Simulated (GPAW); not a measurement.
A run of GPAW 26.7.0 is set up as follows.

Contents of run.py:

```python
from ase import Atoms
from ase.dft.bandgap import bandgap
from ase.io import write
from ase.units import GPa
from gpaw import GPAW, PW

atoms = Atoms(['Cu', 'Al', 'Al'],
              cell=[[-2.0303375, 2.0303375, 2.851094],
                    [2.0303375, -2.0303375, 2.851094],
                    [2.0303375, 2.0303375, -2.851094]],
              scaled_positions=[[0.5, 0.5, 0.0],
                                [0.25, 0.75, 0.5],
                                [0.75, 0.25, 0.5]],
              pbc=True)

calc = GPAW(mode=PW(600),
            xc='LDA',
            kpts={'size': (8, 8, 8), 'gamma': True},
            occupations={'name': 'fermi-dirac', 'width': 0.05},
            nbands=20,
            convergence={'density': 1e-05, 'energy': 1e-05},
            maxiter=150,
            txt='gpaw.txt')
atoms.calc = calc
energy = atoms.get_potential_energy()
forces = atoms.get_forces()
stress = atoms.get_stress()
calc.write('gs.gpw')
write('result.traj', atoms)
print(f'Energy: {energy:.6f} eV')
print('Forces (eV/A):')
print(forces.round(4))
print('Stress (GPa):', (stress / GPa).round(3))
print('Fermi level:', round(calc.get_fermi_level(), 4), 'eV')
print(f'Gap: {bandgap(calc)[0]:.4f} eV, direct: {bandgap(calc, direct=True)[0]:.4f} eV')

path = atoms.cell.bandpath('GXYSGZS1NPY1Z,XP', npoints=60, eps=1e-4)
bs_calc = calc.fixed_density(kpts=path, symmetry='off', nbands=32,
                             convergence={'bands': 'CBM+6.0', 'eigenstates': 1e-6}, txt='bands.txt')
bs = bs_calc.band_structure()
bs.write('bs.json')
print(f'Gap on the path: {bandgap(bs_calc)[0]:.4f} eV')
```

Potentials or basis: the program's PAW data sets (release 1.2.1) made for this functional, pw.

The run is started by

```bash
$ OMP_NUM_THREADS=1 python run.py
```

Problem. Predict the pressure.

Solution. -3.0 GPa.

Problem. What does it give for the band gap along the path?

Solution. None (metal or under the smearing width).

Stress tensor (GPa, compression positive):
```
-3.24  0.00  0.00
 0.00 -3.24  0.00
 0.00  0.00 -2.47
```

Caveat: with this Cu data set, volumes or pressures lay over 1.5 % or 2 GPa off other programs in two to four cells of ten.
